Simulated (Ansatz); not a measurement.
**CH₄BFO: how energies converge with the basis set**

An exercise on one series of results from a longer session: the logs are not shown, and one member is left open.

Program: Ansatz 0.2.0, Gaussian basis. Level of theory: one geometry, several basis sets. These are calculated values, not measurements.

Levels to be run: PBE0-D4/def2-SVP; ωB97M-V/def2-SVP; PBE0-D4/def2-QZVPP; ωB97M-V/def2-QZVPP; the functionals' def2-TZVPP values are taken from earlier runs.

### Structure used throughout

All runs share one geometry, relaxed beforehand with PBE0-D4 in a triple-zeta def2 set.

SMILES `BOCF`, 8 atoms, charge 0, spin multiplicity 1.

Atoms are counted from 1 here; the program's logs count them from 0.

Bond lengths: B1–O2 1.350 Å, B1–H5 1.201 Å, B1–H6 1.193 Å, O2–C3 1.389 Å, C3–F4 1.363 Å, C3–H7 1.095 Å, C3–H8 1.092 Å. Angles: O2–B1–H5 119.7°, O2–B1–H6 116.8°, H5–B1–H6 123.5°, B1–O2–C3 121.2°, O2–C3–F4 108.8°, O2–C3–H7 111.1°, O2–C3–H8 108.4°, F4–C3–H7 108.1°, F4–C3–H8 108.1°, H7–C3–H8 112.2°.

Set-up of the first run:

Input file in.yaml:

```yaml
crystal:
  periodic: [false, false, false]
  atoms:
    - {symbol: B, position_ang: [-0.895606, 0.807452, 0.575661]}
    - {symbol: O, position_ang: [0.208753, 0.042087, 0.704346]}
    - {symbol: C, position_ang: [0.779096, -0.589925, -0.392857]}
    - {symbol: F, position_ang: [0.424820, -1.906086, -0.375825]}
    - {symbol: H, position_ang: [-1.369856, 0.988780, -0.512449]}
    - {symbol: H, position_ang: [-1.341009, 1.283194, 1.575408]}
    - {symbol: H, position_ang: [0.420494, -0.152564, -1.330534]}
    - {symbol: H, position_ang: [1.865506, -0.530039, -0.299548]}
basis:
  gaussian: {orbitals: def2-SVP}
hamiltonian: {xc: pbe0, dispersion: d4}
output: {orbitals: {seedname: orbitals}}
```

Steps of the session up to this table: PBE0-D4 in def2-SVP; ωB97M-V in def2-SVP; PBE0-D4 in def2-QZVPP; ωB97M-V in def2-QZVPP.

One table of the session follows, with a row left open; its other results are not shown here.

It belongs to the step «Functionals by basis». 

| functional | basis | HOMO (eV) |
| --- | --- | --- |
| PBE0-D4 | def2-SVP | ? |
| PBE0-D4 | def2-TZVPP | -9.09 |
| PBE0-D4 | def2-QZVPP | -9.11 |
| ωB97M-V | def2-SVP | -11.33 |
| ωB97M-V | def2-TZVPP | -11.46 |
| ωB97M-V | def2-QZVPP | -11.48 |

Q: Estimate the row for PBE0-D4, def2-SVP from the others.

**Answer.** HOMO (eV): -8.99. In the column «HOMO (eV)» it is the highest.
